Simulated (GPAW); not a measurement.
# SnSe2 (P-3m1) in GPAW: further runs

One crystal, SnSe2, is run at these levels: PBE; tasks: single point.

Program: GPAW 26.7.0. These are calculated values, not measurements. Logs are shortened: lines on timing, memory, paths and dates and some standing lists are left out, and cuts for length are marked. The log counts tension as positive stress, the text compression.

### Step 1. The structure

The structure is trigonal, space group P-3m1 (No. 164). The conventional cell has a = 3.811 Å, b = 3.811 Å, c = 6.136 Å, α = 90.00°, β = 90.00°, γ = 120.00°. Sn (site symmetry -3m) has 6 Se at 2.68 Å as nearest neighbours. Se (site symmetry 3m) has 3 Sn at 2.68 Å as nearest neighbours.

### Step 2. Single point, PBE

run.py reads:

```python
from ase.dft.bandgap import bandgap
from ase.io import read, write
from ase.units import GPa
from gpaw import GPAW, PW

atoms = read('SnSe2.xyz')

calc = GPAW(mode=PW(600),
            xc='PBE',
            kpts={'size': (8, 8, 5), 'gamma': True},
            occupations={'name': 'methfessel-paxton', 'order': 0, 'width': 0.012},
            nbands=24,
            convergence={'density': 1e-05, 'energy': 1e-05},
            maxiter=150,
            txt='gpaw.txt')
atoms.calc = calc
energy = atoms.get_potential_energy()
forces = atoms.get_forces()
stress = atoms.get_stress()
calc.write('gs.gpw')
write('result.traj', atoms)
print(f'Energy: {energy:.6f} eV')
print('Forces (eV/A):')
print(forces.round(4))
print('Stress (GPa):', (stress / GPa).round(3))
print('Fermi level:', round(calc.get_fermi_level(), 4), 'eV')
print(f'Gap: {bandgap(calc)[0]:.4f} eV, direct: {bandgap(calc, direct=True)[0]:.4f} eV')
```

SnSe2.xyz reads:

```xyz
3
Lattice="3.8110000000 0.0000000000 0.0000000000 -1.9055000000 3.3004228138 0.0000000000 0.0000000000 0.0000000000 6.1360000000" Properties=species:S:1:pos:R:3 pbc="T T T"
Sn     0.0000000000      0.0000000000      0.0000000000
Se     1.9055000002      1.1001409378      4.6081360000
Se    -0.0000000002      2.2002818760      1.5278640000
```

Potentials or basis: GPAW PAW data sets (gpaw-data 1.2.1), pw.

Launch:

```
$ OMP_NUM_THREADS=1 python run.py
```

gpaw.txt:

```text
__  _  _
 | _ |_)|_||  |
 |__||  | ||/\| - 26.7.0

Input parameters:
  mode=PW(ecut=600.0),
  convergence={'density': 1e-05, 'energy': 1e-05},
  kpts=MonkhorstPack(size=(8, 8, 5), gamma=True),
  maxiter=150,
  nbands=24,
  occupations=Occupations(name='methfessel-paxton', order=0, width=0.012),
  xc=XC(name='PBE')

Diagonalizing LCAO Hamiltonian
Converting LCAO to pw mode

             Se

         Se

       Sn

Atoms  # Å, Bohr magnetons
|   | symbol |         x |        y |        z |    initial magnetic moments |
|---|--------|-----------|----------|----------|-----------------------------|
| 0 |     Sn |  0.000000 | 0.000000 | 0.000000 | ( 0.0000,  0.0000,  0.0000) |
| 1 |     Se |  1.905500 | 1.100141 | 4.608136 | ( 0.0000,  0.0000,  0.0000) |
| 2 |     Se | -0.000000 | 2.200282 | 1.527864 | ( 0.0000,  0.0000,  0.0000) |

Unit cell  # Å
| periodic |         x |        y |        z |  lengths |     angles |
|----------|-----------|----------|----------|----------|------------|
|      yes |  3.811000 | 0.000000 | 0.000000 | 3.811000 |  90.000000 |
|      yes | -1.905500 | 3.300423 | 0.000000 | 3.811000 |  90.000000 |
|      yes |  0.000000 | 0.000000 | 6.136000 | 6.136000 | 120.000000 |

Number of symmetries: 12
Symmetry operations  # r_c * U_cc + t_c -> r_c
|    | kind |            matrix            |
|----|------|------------------------------|
|  0 |  σ   |  1, 1, 0,  0,-1, 0,  0, 0, 1 |
|  1 |  S6  |  1, 1, 0, -1, 0, 0,  0, 0,-1 |
|  2 |  E   |  1, 0, 0,  0, 1, 0,  0, 0, 1 |
|  3 |  C2  |  1, 0, 0, -1,-1, 0,  0, 0,-1 |
|  4 |  C2  |  0, 1, 0,  1, 0, 0,  0, 0,-1 |
|  5 |  C3  |  0, 1, 0, -1,-1, 0,  0, 0, 1 |
|  6 |  S6  |  0,-1, 0,  1, 1, 0,  0, 0,-1 |
|  7 |  σ   |  0,-1, 0, -1, 0, 0,  0, 0, 1 |
|  8 |  σ   | -1, 0, 0,  1, 1, 0,  0, 0, 1 |
|  9 |  i   | -1, 0, 0,  0,-1, 0,  0, 0,-1 |
| 10 |  C3  | -1,-1, 0,  1, 0, 0,  0, 0, 1 |
| 11 |  C2  | -1,-1, 0,  0, 1, 0,  0, 0,-1 |

BZ-sampling:
  Number of BZ points: 320
  Number of IBZ points: 40

  Monkhorst-Pack size: [8, 8, 5]
  Monkhorst-Pack shift: [0.0625, 0.0625, 0.0]

K-points  # in reciprocal-cell coordinates
|     |                                coordinates |     weight |
|-----|--------------------------------------------|------------|
|   0 | (  0.00000000,   0.00000000,   0.00000000) | 0.00312500 |
|   1 | (  0.00000000,   0.00000000,   0.20000000) | 0.00625000 |
|   2 | (  0.00000000,   0.00000000,   0.40000000) | 0.00625000 |
|   3 | (  0.12500000,   0.00000000,  -0.40000000) | 0.01875000 |
|   4 | (  0.12500000,   0.00000000,  -0.20000000) | 0.01875000 |
|   5 | (  0.12500000,   0.00000000,   0.00000000) | 0.01875000 |
|   6 | (  0.12500000,   0.00000000,   0.20000000) | 0.01875000 |
|   7 | (  0.12500000,   0.00000000,   0.40000000) | 0.01875000 |
|   8 | (  0.25000000,  -0.12500000,   0.00000000) | 0.01875000 |
|   9 | (  0.25000000,  -0.12500000,   0.20000000) | 0.03750000 |
| ... |                                            |            |
|  39 | (  0.50000000,   0.50000000,   0.40000000) | 0.01875000 |

Plane wave coefficients: 2605
Cutoff: 600.0 eV

Spin-components: 1 (collinear spins)
Bands:           24
Projectors:      16
Spin-degeneracy: 2
Datatype:        complex128

Parallelization:
  kpt:    1
  domain: 1
  band:   1

Density:
  Valence electrons: 26.0
  Components: 1
  Grid points: [24 24 35]
  Charge: 0.0  # |e|

Potential:
  Grid points: [24 24 35]

species:
  Sn:
    name:    Tin
    Z:       50.0
    valence: 14
    core:    36
    charge:  0.0  # [|e|]
    compensation charges:
      type: gauss
      rc: 0.38  # [Å]
      lmax: 2
    cutoffs:
      filter: 2.23  # [Å]
      core: 2.35  # [Å]
    projectors
    | kind |    occ | energy [eV] | rcut [Å] |
    |------|--------|-------------|----------|
    |   5s |  2.000 |     -10.538 |    1.201 |
    |   5p |  2.000 |      -3.696 |    1.270 |
    |   4d | 10.000 |     -25.845 |    1.185 |
    |    s |        |      16.674 |    1.201 |
    |    p |        |      23.515 |    1.270 |
    |    d |        |       1.367 |    1.185 |

    Using partial waves for Sn as LCAO basis

  Se:
    name:    Selenium
    Z:       34.0
    valence: 6
    core:    28
    charge:  0.0  # [|e|]
    compensation charges:
      type: gauss
      rc: 0.27  # [Å]
      lmax: 2
    cutoffs:
      filter: 1.77  # [Å]
      core: 2.67  # [Å]
    projectors
    | kind |    occ | energy [eV] | rcut [Å] |
    |------|--------|-------------|----------|
    |   4s |  2.000 |     -17.277 |    0.847 |
    |   4p |  4.000 |      -6.512 |    1.005 |
    |    s |        |       9.935 |    0.847 |
    |    p |        |      20.699 |    1.005 |
    |    d |        |       0.000 |    0.847 |

    Using partial waves for Se as LCAO basis

Reference energy: -300217.757568  # eV

eigensolver:
  PPCG
  Converge bands: occupied
  niter=2

density mixing:
  MSR1-Mixer
  Pratt-step length: 0.05
  Maximum mixing coefficient: 0.75
  Old densities: 10
  SVD Regularization: 0.005
  Good broyden scale: 1.0
  Trust region scale: 1.0
  Backstep threshold: 4.0
  History deletion threshold: 6.0
  Fourier metric: weight=20.0, sigma=0.015

occupation numbers:
  Methfessel-Paxton:
    width: 0.0120  # eV
    order: 0

poisson solver:
  ecut: 4800.0  # eV

xc functional:
  name: PBE with 2 nearest neighbor stencil

convergence criteria:
- Maximum integral of absolute [dens]ity change: 1e-05 electrons / valence electron
- Maximum [total energy] change in last 3 cyles: 1e-05 eV / valence electron
- Maximum integral of absolute [eigenst]ate change: 4e-08 eV^2 / valence electron
maximum number of iterations: 150

SCF iterations
|iter     | |      energy | eigst |  dens |
|---------|-|-------------|-------|-------|
|iter:   1| |  -12.198360 | +0.03 |       |
|iter:   2| |  -12.147319 | -2.20 | -1.22 |
|iter:   3| |  -11.973296 | -2.00 | -1.26 |
|iter:   4| |  -11.968343 | -2.77 | -1.77 |
|iter:   5| |  -11.968334 | -4.15 | -2.34 |
|iter:   6| |  -11.968332c| -4.52 | -2.62 |
|iter:   7| |  -11.968351c| -5.84 | -3.40 |
|iter:   8| |  -11.968353c| -6.79 | -3.96 |
|iter:   9| |  -11.968353c| -7.46c| -4.79 |
|iter:  10| |  -11.968353c| -7.98c| -5.52c|

Converged in 10 steps
Energy contributions relative to reference atoms: (reference = -300217.757568)

Energy contributions:
  Kinetic:          30.526308
  Coulomb:         -27.408967
  Zero:             -0.102383
  External:          0.000000
  Xc:              -14.983311
  Entropy:           0.000000
  Spinorbit:         0.000000
  ----------------------------
  Free energy:     -11.968353
  Extrapolated:    -11.968353

dipole moment: (-6.350094, -10.998685, -20.448268)  # |e|*Ang

Fermi level: 5.614
Eigenvalues  # (at kpt = [0.000, 0.000, 0.000])
| band index |      eig [eV] | occ [0-2] |
|------------|---------------|-----------|
|          0 |       -16.127 |     2.000 |
|        ... |               |           |
|          5 |        -8.853 |     2.000 |
|          6 |        -7.077 |     2.000 |
|          7 |        -0.907 |     2.000 |
|          8 |         4.432 |     2.000 |
|          9 |         4.432 |     2.000 |
|         10 |         4.743 |     2.000 |
[... 8 lines left out ...]
|         19 |        14.089 |     0.000 |
|         20 |        14.780 |     0.000 |
|        ... |               |           |
|         23 |        15.930 |     0.000 |

Gap: 0.818 eV
Transition (v -> c):
  (s=0, k=5, n=12, [0.12, 0.00, 0.00]) -> (s=0, k=39, n=13, [0.50, 0.50, 0.40])
Direct/indirect transitions are different
Direct gap: 1.106 eV
Transition at: (s=0, k=0, n=12, [0.00, 0.00, 0.00])

Forces  # eV/Ang
|        x |        y |        z |
|----------|----------|----------|
| -0.00000 | -0.00000 |  0.00000 |  # Sn   0
|  0.00000 | -0.00000 | -0.76044 |  # Se   1
| -0.00000 |  0.00000 |  0.76044 |  # Se   2

Stress tensor  # eV/Ang^3
|         x |         y |         z |
|-----------|-----------|-----------|
| -0.030037 |  0.000000 |  0.000000 |
|  0.000000 | -0.030037 | -0.000000 |
|  0.000000 | -0.000000 | -0.039607 |

# Writing to gs.gpw (mode='')
```

It took 42 s on 1 thread of Arm Neoverse V2, shared host; peak memory 0.21 GiB.

What came out:

| Quantity | Value |
| --- | --- |
| Free energy | -11.9684 eV |
| Pressure | 5.3 GPa |
| Largest force | 0.760 eV/Å |
| Band gap on the k mesh | 0.82 eV, indirect (least direct gap 1.11 eV) |

Forces in eV/Å, atoms in the order of the input:
```
Sn   0.000  0.000  0.000
Se   0.000  0.000 -0.760
Se   0.000  0.000  0.760
```

Levels at points of the mesh, in eV from the valence-band top:
```csv
k point,band 9,band 10,band 11,band 12,band 13,band 14,band 15,band 16,band 17,band 18
"(0.00, 0.00, 0.00)",-0.71,-0.71,-0.40,-0.40,-0.01,1.10,2.94,4.64,4.64,8.14
"(0.50, 0.50, 0.00)",-4.49,-2.91,-2.69,-1.20,-0.31,1.16,3.79,5.46,5.49,7.27
```

Caveat: spin-orbit coupling is left out, which moves the levels of the heavy elements; an odd mesh through Γ misses points on the zone boundary, where band edges often lie; this functional lacks dispersion, which binds the layers, so the pressure and a relaxed spacing across them are unreliable.

[end of part 1 of 2]
